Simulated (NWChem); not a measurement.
**SiNH3ClO (SMILES [NH][SiH](O)Cl) at 4 levels**

Wanted: a comparison of 4 runs (UHF/STO-3G, UHF/3-21G, UB3LYP/6-31G*) of SiNH3ClO. 

The results are computed with NWChem 7.3.0.

## Step 1: Starting point

The species is SiNH3ClO (7 atoms), meant as a doublet with charge 0. SMILES: `[NH][SiH](O)Cl`. Geometry: relaxed at PBE0-D4/def2-TZVP. This is one conformer, not always the lowest.

Bond lengths: N1–Si2 1.738 Å, Si2–O3 1.624 Å, Si2–Cl4 2.056 Å, N1–H5 1.022 Å, Si2–H6 1.475 Å, O3–H7 0.960 Å. Angles: N1–Si2–O3 110.0°, N1–Si2–Cl4 103.5°, O3–Si2–Cl4 112.0°, N1–Si2–H6 116.4°, O3–Si2–H6 106.1°, Cl4–Si2–H6 109.1°, Si2–N1–H5 114.8°, Si2–O3–H7 118.0°.

## Step 2: Energy and forces at UHF/STO-3G (run 1)

File run.py:

```python
from ase import Atoms
from ase.calculators.nwchem import NWChem

system = Atoms('NSiOClHHH', positions=[
    [-0.309900, 1.111500, -0.879100],
    [-0.073900, -0.114300, 0.330400],
    [1.465600, -0.630300, 0.304800],
    [-1.390000, -1.593900, -0.221000],
    [-1.151500, 1.677300, -0.756300],
    [-0.348600, 0.280200, 1.724700],
    [1.869600, -0.798400, -0.549200],
])

calc = NWChem(
    label='sp',
    theory='scf',
    memory='2200 mb',
    basis='STO-3G',
    basispar='spherical bse',
    scf={'nopen': '1', 'uhf': None, 'thresh': '1e-08', 'maxiter': '80'},
)
system.calc = calc

forces = system.get_forces()
print(f"energy = {system.get_potential_energy():.6f} eV")
print("forces (eV/A):")
for s, f in zip(system.symbols, forces):
    print(f"{s:2s} {f[0]:10.5f} {f[1]:10.5f} {f[2]:10.5f}")
```

On the command line:

```bash
$ export ASE_NWCHEM_COMMAND="nwchem PREFIX.nwi > PREFIX.nwo"
$ python run.py
```

The program printed:

```text
energy = -23661.779807 eV
forces (eV/A):
N     1.28581    0.49782   -1.32977
Si   -0.11426    0.38176    2.15654
O     0.43035   -0.13725    1.58503
Cl   -0.62817   -0.83653   -0.14943
H    -1.21104    0.52373    0.40320
H     0.18440   -0.35049   -1.33939
H     0.05291   -0.07909   -1.32618
```

The calculator wrote sp.nwi:

```
title "sp"

permanent_dir sp

scratch_dir sp

start sp

geometry units angstrom nocenter noautosym noautoz
  N  -3.0990000000000001e-01 1.1114999999999999e+00 -8.7909999999999999e-01
  Si -7.3899999999999993e-02 -1.1430000000000000e-01 3.3040000000000003e-01
  O  1.4656000000000000e+00 -6.3029999999999997e-01 3.0480000000000002e-01
  Cl -1.3899999999999999e+00 -1.5939000000000001e+00 -2.2100000000000000e-01
  H  -1.1515000000000000e+00 1.6773000000000000e+00 -7.5629999999999997e-01
  H  -3.4860000000000002e-01 2.8020000000000000e-01 1.7246999999999999e+00
  H  1.8695999999999999e+00 -7.9840000000000000e-01 -5.4920000000000002e-01
end

memory 2200 mb

basis spherical bse noprint
   * library STO-3G
end

scf
  nopen 1
  uhf
  thresh 1e-08
  maxiter 80
end

task scf gradient
```

sp.nwo:

```text
Northwest Computational Chemistry Package (NWChem) 7.3.0
             --------------------------------------------------------

           Job information
           ---------------

    nwchem branch   = 7.3.0
    use scalapack   = T
    input           = sp.nwi
    prefix          = sp.
    data base       = sp/sp.db
    status          = startup
    nproc           =        1

           Memory information
           ------------------

[... 5 lines left out ...]
    hardfail = no
[... 130 lines left out ...]
 1-e energy   =   -1640.901627
[... 9 lines left out ...]
 Convergence threshold     :          1.000E-08
[... 17 lines left out ...]
      One electron energy =  -1638.647683768382
[... 9 lines left out ...]
          Final alpha eigenvalues
[... 227 lines left out ...]
                     UHF Final Beta Molecular Orbital Analysis
[... 245 lines left out ...]
                 ----------------------------------------
                 |  Time  |  1-e(secs)   |  2-e(secs)   |
                 ----------------------------------------
                 |  CPU   |       0.00   |       1.00   |
                 ----------------------------------------
                 |  WALL  |       0.00   |       1.00   |
                 ----------------------------------------

 Task  times  cpu:        5.4s     wall:        5.4s
 Total times  cpu:        5.4s     wall:        5.4s
```

It took 7.8 s on 1 thread of Intel Xeon Platinum 8259CL at 2.50GHz (Skylake/Cascade Lake), shared host; peak memory 0.099 GiB.

## Step 3: Energy and forces at UHF/3-21G (run 2)

File run.py:

```python
from ase import Atoms
from ase.calculators.nwchem import NWChem

atoms = Atoms(['N', 'Si', 'O', 'Cl', 'H', 'H', 'H'], positions=[
    [-0.309900, 1.111500, -0.879100],
    [-0.073900, -0.114300, 0.330400],
    [1.465600, -0.630300, 0.304800],
    [-1.390000, -1.593900, -0.221000],
    [-1.151500, 1.677300, -0.756300],
    [-0.348600, 0.280200, 1.724700],
    [1.869600, -0.798400, -0.549200],
])

calc = NWChem(
    label='calc',
    theory='scf',
    memory='2200 mb',
    basis='3-21G',
    basispar='spherical bse',
    scf={'nopen': '1', 'uhf': None, 'thresh': '1e-08', 'maxiter': '80'},
)
atoms.calc = calc

forces = atoms.get_forces()
print("Total energy (eV):", round(atoms.get_potential_energy(), 6))
print("forces (eV/A):")
for s, f in zip(atoms.symbols, forces):
    print(f"{s:2s} {f[0]:10.5f} {f[1]:10.5f} {f[2]:10.5f}")
```

On the command line:

```bash
$ export ASE_NWCHEM_COMMAND="nwchem PREFIX.nwi > PREFIX.nwo"
$ python run.py
```

The program printed:

```text
Total energy (eV): -23812.285893
forces (eV/A):
N    -0.57577    1.08573   -0.60616
Si    0.52348    0.91542    2.22200
O     0.82903   -0.35877   -0.40078
Cl   -1.45674   -1.61743   -0.50949
H     0.11210    0.23274   -0.42027
H    -0.11606   -0.06330   -0.22456
H     0.68396   -0.19438   -0.06073
```

The calculator wrote calc.nwi:

```
title "calc"

permanent_dir calc

scratch_dir calc

start calc

geometry units angstrom nocenter noautosym noautoz
  N  -3.0990000000000001e-01 1.1114999999999999e+00 -8.7909999999999999e-01
  Si -7.3899999999999993e-02 -1.1430000000000000e-01 3.3040000000000003e-01
  O  1.4656000000000000e+00 -6.3029999999999997e-01 3.0480000000000002e-01
  Cl -1.3899999999999999e+00 -1.5939000000000001e+00 -2.2100000000000000e-01
  H  -1.1515000000000000e+00 1.6773000000000000e+00 -7.5629999999999997e-01
  H  -3.4860000000000002e-01 2.8020000000000000e-01 1.7246999999999999e+00
  H  1.8695999999999999e+00 -7.9840000000000000e-01 -5.4920000000000002e-01
end

memory 2200 mb

basis spherical bse noprint
   * library 3-21G
end

scf
  nopen 1
  uhf
  thresh 1e-08
  maxiter 80
end

task scf gradient
```

calc.nwo:

```text
Northwest Computational Chemistry Package (NWChem) 7.3.0
             --------------------------------------------------------

           Job information
           ---------------

    nwchem branch   = 7.3.0
    use scalapack   = T
    input           = calc.nwi
    prefix          = calc.
    data base       = calc/calc.db
    status          = startup
    nproc           =        1

           Memory information
           ------------------

[... 5 lines left out ...]
    hardfail = no
[... 130 lines left out ...]
 1-e energy   =   -1641.281648
[... 9 lines left out ...]
 Convergence threshold     :          1.000E-08
[... 17 lines left out ...]
      One electron energy =  -1641.954231384891
[... 9 lines left out ...]
          Final alpha eigenvalues
[... 261 lines left out ...]
                     UHF Final Beta Molecular Orbital Analysis
[... 282 lines left out ...]
                 ----------------------------------------
                 |  Time  |  1-e(secs)   |  2-e(secs)   |
                 ----------------------------------------
                 |  CPU   |       0.00   |       1.35   |
                 ----------------------------------------
                 |  WALL  |       0.00   |       1.35   |
                 ----------------------------------------

 Task  times  cpu:        5.7s     wall:        5.7s
 Total times  cpu:        5.8s     wall:        5.8s
```

It took 7.2 s on 1 thread of Intel Xeon Platinum 8259CL at 2.50GHz (Skylake/Cascade Lake), shared host; peak memory 0.098 GiB.

Run 3 isn't shown in full; the table further down has it.

## Step 4: Energy and forces at UB3LYP/6-31G(d) (Cartesian functions) (run 4)

File clh3nosi.nw:

```
START clh3nosi
TITLE "ClH3NOSi"
memory stack 880 mb heap 220 mb global 1100 mb

GEOMETRY noautosym nocenter noautoz
   N    -0.309900    1.111500   -0.879100
   Si   -0.073900   -0.114300    0.330400
   O     1.465600   -0.630300    0.304800
   Cl   -1.390000   -1.593900   -0.221000
   H    -1.151500    1.677300   -0.756300
   H    -0.348600    0.280200    1.724700
   H     1.869600   -0.798400   -0.549200
END

BASIS "ao basis"
   * library 6-31G*
END

DFT
   xc b3lyp
   mult 2
   grid xfine
   convergence energy 1e-08
   iterations 100
   mulliken
   print medium
END

TASK dft gradient
```

On the command line:

```bash
$ nwchem clh3nosi.nw > clh3nosi.out
```

The program printed:

```text
[...]
          Wavefunction type:  spin polarized.
          No. of atoms     :     7
          No. of electrons :    49
[...]
          Charge           :     0
          Spin multiplicity:     2
[...]
          AO basis - number of functions:    74
[...]
              XC Information
              --------------
                         B3LYP Method XC Potential
                     Hartree-Fock (Exact) Exchange  0.200
                        Slater Exchange Functional  0.800 local
                    Becke 1988 Exchange Functional  0.720 non-local
              Lee-Yang-Parr Correlation Functional  0.810
                  VWN I RPA Correlation Functional  0.190 local
[...]
 d= 0,ls=0.0,diis     1   -881.4323340945 -1.10D+03  8.25D-03  2.04D-01     7.7
[...]
 d= 0,ls=0.0,diis    14   -881.5075077606 -4.42D-10  7.25D-08  3.54D-11    92.8
[...]
         Total DFT energy =     -881.507507760570
      One electron energy =    -1648.316847087500
           Coulomb energy =      615.765673989485
    Exchange-Corr. energy =      -65.889415660997
 Nuclear repulsion energy =      216.933080998442
[...]
      Total Density - Mulliken Population Analysis
     ---------------------------------------------
    Atom       Charge   Shell Charges
 -----------   ------   -------------------------------------------------------
    1 N    7     7.55   1.99  0.84  2.31  0.97  1.44  0.00
    2 Si  14    13.25   2.00  1.99  5.96  0.99  1.67  0.08  0.26  0.30
    3 O    8     8.65   1.99  0.90  2.96  0.88  1.87  0.04
    4 Cl  17    17.25   2.00  1.99  5.97  1.45  3.65  0.55  1.66 -0.03
    5 H    1     0.67   0.50  0.17
    6 H    1     1.06   0.51  0.55
    7 H    1     0.56   0.47  0.10
[...]
      <S2> =      0.7530 (Exact =     0.7500)
[...]
  wavefunction    = open shell
[...]
```

It took 1.8 min on 1 thread of Intel Xeon Platinum 8259CL at 2.50GHz (Skylake/Cascade Lake), shared host; peak memory 0.14 GiB.

## Step 5: All runs side by side

| run | level | iteration cap | module | energy (Eh) | dipole moment (D) | HOMO energy (eV) | LUMO energy (eV) | wall time |
| --- | --- | --- | --- | --- | --- | --- | --- | --- |
| 1 | UHF/STO-3G | 80 | scf | -869.554376 | 2.23 | -9.00 | 6.79 | 7.8 s |
| 2 | UHF/3-21G | 80 | scf | -875.085373 | 2.17 | -11.65 | 1.71 | 7.2 s |
| 3 | UB3LYP/6-31G* (spherical functions) | 100 | dft | -881.499806 | 1.20 | -7.87 | -3.99 | 95 s |
| 4 | UB3LYP/6-31G* (Cartesian functions) | 100 | dft | -881.507508 | 1.19 | -7.88 | -4.00 | 1.8 min |

## Step 6: What came out

| quantity | value |
| --- | --- |
| run 4: total energy | -881.50751 Eh |
| run 4: dipole moment | 1.19 D |
| run 4: HOMO energy (highest over α and β) | -7.88 eV |
| run 4: LUMO energy (lowest over α and β) | -4.00 eV |
| run 4: ⟨S²⟩ | 0.753 |
| run 4: largest force on an atom | 0.615 eV/Å |

The dipole moment (its size) runs from 1.19 D (UB3LYP/6-31G*) to 2.23 D (UHF/STO-3G). The two ends differ in method and basis. In run 1 the basis is minimal, so the values are rough. All runs together took 3.6 min, the longest 1.8 min.
